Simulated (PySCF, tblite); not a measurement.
# C₅H₄F₂O₃: a rotation path, then NMR shifts on frames

How do NMR shifts of C₅H₄F₂O₃ (`COC1=C(F)[C@@H](F)C(=O)O1`) change as the atoms move?

The runs use tblite 0.8.0 and PySCF 2.14.0, with density-fitted response routines of our own; the level of theory stands in each step. All values are computed, except where a source is named. Atoms are numbered from 0 throughout.

### Step 1. Starting geometry

14 atoms, charge 0, multiplicity 1; geometry from: GFN2-xTB.

Bonds of the start (Å): C0–O1 1.42, O1–C2 1.32, C2–C3 1.34, C3–F4 1.34, C3–C5 1.50, C5–F6 1.38, C5–C7 1.54, C7–O8 1.19, C7–O9 1.36, O9–C2 1.39, C0–H10 1.09, C0–H11 1.09, C0–H12 1.09, C5–H13 1.10.

### Step 2. A band between two rotamers with GFN2-xTB

Job settings and geometry (Å):

```
{"job": {"kind": "neb", "xc": "GFN2-xTB", "basis": "xTB", "atoms": [9, 2, 1, 0], "turn": 180}, "charge": 0, "multiplicity": 1}
C     -2.488492    -0.463146     0.052267
O     -1.445167    -0.295576    -0.900155
C     -0.232211    -0.057473    -0.432482
C      0.915114     0.148814    -1.094745
F      1.090901     0.132811    -2.422528
C      2.033019     0.350792    -0.122193
F      2.620644     1.592089    -0.197969
C      1.274376     0.216607     1.215729
O      1.702660     0.297261     2.317815
O     -0.035079    -0.019042     0.939753
H     -3.384676    -0.648714    -0.535084
H     -2.613958     0.437743     0.656083
H     -2.286277    -1.312695     0.707715
H      2.848467    -0.379945    -0.206374
```

With the program's defaults for keys left out, this is: GFN2-xTB climbing-image nudged elastic band, gas phase.

Launch:

```console
$ OMP_NUM_THREADS=1 python probes_run.py task.json out
```

This one command runs all jobs of the session in turn.

What it wrote:

```text
image   E - E0 / eV
  0      -0.0000
  1       0.0191
  2       0.0691
  3       0.1401
  4       0.1953
  5       0.1752
  6       0.1087
  7       0.0553
  8       0.0354
```

Run time: 11 s. Hardware: 1 thread, shared host.

The final band, with the dihedral O9–C2–O1–C0:

| image | dihedral (°) | energy (eV) | energy (kcal/mol) |
| --- | --- | --- | --- |
| 0 | 2 | 0.000 | 0.0 |
| 1 | 24 | 0.019 | 0.4 |
| 2 | 46 | 0.069 | 1.6 |
| 3 | 69 | 0.140 | 3.2 |
| 4 | 94 | 0.195 | 4.5 |
| 5 | 120 | 0.175 | 4.0 |
| 6 | 143 | 0.109 | 2.5 |
| 7 | 163 | 0.055 | 1.3 |
| 8 | 180 | 0.035 | 0.8 |

### Step 3. Nuclear shieldings: image 0, PBE0/pcSseg-1

Job settings and geometry (Å):

```
{"job": {"kind": "nmr", "xc": "PBE0", "basis": "pcSseg-1", "pop": false}, "charge": 0, "multiplicity": 1}
C     -2.488500    -0.463100     0.052300
O     -1.445200    -0.295600    -0.900200
C     -0.232200    -0.057500    -0.432500
C      0.915100     0.148800    -1.094700
F      1.090900     0.132800    -2.422500
C      2.033000     0.350800    -0.122200
F      2.620600     1.592100    -0.198000
C      1.274400     0.216600     1.215700
O      1.702700     0.297300     2.317800
O     -0.035100    -0.019000     0.939800
H     -3.384700    -0.648700    -0.535100
H     -2.614000     0.437700     0.656100
H     -2.286300    -1.312700     0.707700
H      2.848500    -0.379900    -0.206400
```

Level: GIAO PBE0/pcSseg-1 NMR shielding, non-relativistic, gas phase.

What it wrote:

```text
coarse grid: 13344 points
cycle   1  E = -617.1936278922  dE =  2.101e+00  |g| = 1.152e+00  |ddm| = 3.582e+00
cycle   2  E = -616.5095057647  dE =  6.841e-01  |g| = 2.266e+00  |ddm| = 2.264e+00
cycle   3  E = -617.4133044339  dE = -9.038e-01  |g| = 2.938e-01  |ddm| = 1.670e+00
cycle   4  E = -617.4258072598  dE = -1.250e-02  |g| = 1.394e-01  |ddm| = 2.561e-01
cycle   5  E = -617.4289199590  dE = -3.113e-03  |g| = 2.532e-02  |ddm| = 8.614e-02
cycle   6  E = -617.4290291227  dE = -1.092e-04  |g| = 1.305e-02  |ddm| = 2.962e-02
cycle   7  E = -617.4290673096  dE = -3.819e-05  |g| = 2.806e-03  |ddm| = 1.183e-02
cycle   8  E = -617.4290687702  dE = -1.461e-06  |g| = 9.550e-04  |ddm| = 2.518e-03
final grid: 134360 points
cycle   9  E = -617.5327308371  dE = -2.404e-05  |g| = 1.573e-02  |ddm| = 2.925e-02
cycle  10  E = -617.5326495475  dE =  8.129e-05  |g| = 2.669e-02  |ddm| = 2.486e-02
cycle  11  E = -617.5327721834  dE = -1.226e-04  |g| = 3.018e-03  |ddm| = 1.680e-02
cycle  12  E = -617.5327739045  dE = -1.721e-06  |g| = 4.849e-04  |ddm| = 1.988e-03
cycle  13  E = -617.5327739363  dE = -3.176e-08  |g| = 2.212e-04  |ddm| = 4.336e-04
cycle  14  E = -617.5327739460  dE = -9.703e-09  |g| = 6.736e-05  |ddm| = 1.993e-04
cycle  15  E = -617.5327739470  dE = -9.713e-10  |g| = 1.718e-05  |ddm| = 6.713e-05
converged SCF energy = -617.5327739470

GIAO shielding tensors (ppm)
atom      isotropic    diamagn.    paramagn.     s11        s22        s33       span
  0 C      129.586     244.377    -114.790    101.483    105.976    181.299     79.816
  1 O      250.061     394.273    -144.212    180.743    273.316    296.124    115.381
  2 C       31.632     255.404    -223.773    -49.257     63.994     80.158    129.415
  3 C       57.743     249.002    -191.259     10.478     77.870     84.879     74.401
  4 F      382.400     470.195     -87.795    336.540    359.422    451.240    114.700
  5 C       97.322     251.713    -154.391     68.393     98.676    124.898     56.505
  6 F      381.574     467.962     -86.388    353.831    385.116    405.774     51.943
  7 C       20.090     247.088    -226.998    -89.241     64.451     85.059    174.300
  8 O     -133.248     395.882    -529.130   -448.626   -262.771    311.652    760.278
  9 O       96.720     406.287    -309.566    -61.785    148.754    203.191    264.976
 10 H       27.624      27.160       0.465     23.832     25.649     33.392      9.560
 11 H       27.643      29.007      -1.364     23.888     25.650     33.390      9.503
 12 H       27.668      29.066      -1.398     23.897     25.720     33.388      9.491
 13 H       25.801      27.956      -2.155     22.279     26.120     29.004      6.725
```

Run time: 77 s. Hardware: 1 thread, shared host.

The references, computed at this level on geometries of the same kind, shield at (ppm): 1H TMS 31.72, 13C TMS 186.9, 19F CFCl3 170.9, 17O H2O 336.1. Their shielding less the atom's gives the shift. The references are single molecules in the gas phase, so shifts against H2O, NH3, PH3, H3PO4 or CFCl3 are not on the usual liquid scales and can be off by tens of ppm. Each atom is listed at this fixed geometry, with no averaging over motion; a spectrum would average atoms that exchange fast.

| atoms | environment | σ (ppm) | δ (ppm) |
| --- | --- | --- | --- |
| C7 | ester carbonyl carbon | 20.1 | 166.8 |
| C2 | alkene carbon bearing oxygen | 31.6 | 155.3 |
| C3 | β carbon of an enol-ether or enamine type C=C | 57.7 | 129.2 |
| C5 | sp3 CH bonded to F, α to a carbonyl | 97.3 | 89.6 |
| C0 | methyl carbon bonded to O | 129.6 | 57.3 |
| H13 | hydrogen on an sp3 CH bonded to F, α to a carbonyl | 25.80 | 5.92 |
| H10 | hydrogen on a methyl carbon bonded to O | 27.62 | 4.09 |
| H11 | hydrogen on a methyl carbon bonded to O | 27.64 | 4.07 |
| H12 | hydrogen on a methyl carbon bonded to O | 27.67 | 4.05 |
| O8 | ester carbonyl oxygen | -133.2 | 469.3 |
| O9 | ester alkoxy oxygen | 96.7 | 239.4 |
| O1 | ether oxygen | 250.1 | 86.0 |
| F6 | fluorine on an sp3 carbon | 381.6 | -210.6 |
| F4 | vinylic fluorine | 382.4 | -211.5 |

Ring of atoms C2, C3, C5, C7, O9: NICS(0) -4.6, NICS(1) -2.4, NICS(1)zz 1.3 ppm (means of both faces).

### Step 4. Nuclear shieldings: image 2, PBE0/pcSseg-1

Job settings and geometry (Å):

```
{"job": {"kind": "nmr", "xc": "PBE0", "basis": "pcSseg-1", "pop": false}, "charge": 0, "multiplicity": 1}
C     -2.498800    -0.347000    -0.013900
O     -1.359200    -0.758500    -0.770800
C     -0.185900    -0.325600    -0.343800
C      0.854000     0.153500    -1.037100
F      0.911100     0.336600    -2.358300
C      1.998600     0.434300    -0.116100
F      2.327500     1.769200    -0.064100
C      1.386600    -0.003600     1.235500
O      1.902400    -0.004500     2.303400
O      0.110400    -0.402500     1.017500
H     -3.349700    -0.832500    -0.484400
H     -2.609700     0.738300    -0.074900
H     -2.414100    -0.653500     1.029200
H      2.926100    -0.104800    -0.344300
```

Level: GIAO PBE0/pcSseg-1 NMR shielding, non-relativistic, gas phase.

What it wrote:

```text
coarse grid: 13344 points
cycle   1  E = -617.1929146809  dE =  2.091e+00  |g| = 1.155e+00  |ddm| = 3.572e+00
cycle   2  E = -616.5085574008  dE =  6.844e-01  |g| = 2.267e+00  |ddm| = 2.275e+00
cycle   3  E = -617.4133433160  dE = -9.048e-01  |g| = 2.950e-01  |ddm| = 1.676e+00
cycle   4  E = -617.4258762095  dE = -1.253e-02  |g| = 1.421e-01  |ddm| = 2.632e-01
cycle   5  E = -617.4291276468  dE = -3.251e-03  |g| = 2.560e-02  |ddm| = 8.918e-02
cycle   6  E = -617.4292398431  dE = -1.122e-04  |g| = 1.320e-02  |ddm| = 3.064e-02
cycle   7  E = -617.4292788569  dE = -3.901e-05  |g| = 2.707e-03  |ddm| = 1.209e-02
cycle   8  E = -617.4292802224  dE = -1.366e-06  |g| = 9.243e-04  |ddm| = 2.443e-03
final grid: 134360 points
cycle   9  E = -617.5331228330  dE = -2.486e-05  |g| = 1.573e-02  |ddm| = 2.842e-02
cycle  10  E = -617.5330435502  dE =  7.928e-05  |g| = 2.651e-02  |ddm| = 2.472e-02
cycle  11  E = -617.5331639654  dE = -1.204e-04  |g| = 2.963e-03  |ddm| = 1.660e-02
cycle  12  E = -617.5331656009  dE = -1.635e-06  |g| = 4.892e-04  |ddm| = 1.988e-03
cycle  13  E = -617.5331656332  dE = -3.227e-08  |g| = 2.248e-04  |ddm| = 4.473e-04
cycle  14  E = -617.5331656434  dE = -1.024e-08  |g| = 6.403e-05  |ddm| = 2.012e-04
cycle  15  E = -617.5331656443  dE = -8.642e-10  |g| = 1.978e-05  |ddm| = 6.793e-05
converged SCF energy = -617.5331656443

GIAO shielding tensors (ppm)
atom      isotropic    diamagn.    paramagn.     s11        s22        s33       span
  0 C      127.571     245.137    -117.566     94.564    104.044    184.104     89.541
  1 O      255.239     394.654    -139.415    196.625    255.722    313.370    116.744
  2 C       30.452     253.833    -223.381    -51.311     62.845     79.823    131.133
  3 C       52.397     250.593    -198.196      1.477     77.466     78.249     76.771
  4 F      372.048     470.602     -98.554    326.482    339.910    449.753    123.271
  5 C       98.098     251.319    -153.222     70.713     98.376    125.205     54.492
  6 F      383.807     469.247     -85.440    360.385    385.541    405.496     45.111
  7 C       20.395     247.363    -226.968    -87.504     66.359     82.332    169.836
  8 O     -133.420     395.618    -529.039   -448.299   -261.883    309.922    758.221
  9 O       94.836     405.069    -310.232    -61.321    146.840    198.990    260.311
 10 H       27.518      27.436       0.082     23.902     25.339     33.314      9.412
 11 H       28.024      28.995      -0.971     24.448     25.768     33.857      9.408
 12 H       27.358      29.144      -1.786     23.175     26.289     32.609      9.433
 13 H       25.947      27.682      -1.735     22.644     25.920     29.278      6.635
```

It took 71 s on 1 thread, shared host.

Key values: δ C7 166.5, C2 156.5, C3 134.5, C5 88.8, H13 5.77, H12 4.36 ppm.

(Part 1 of 2 ends here.)
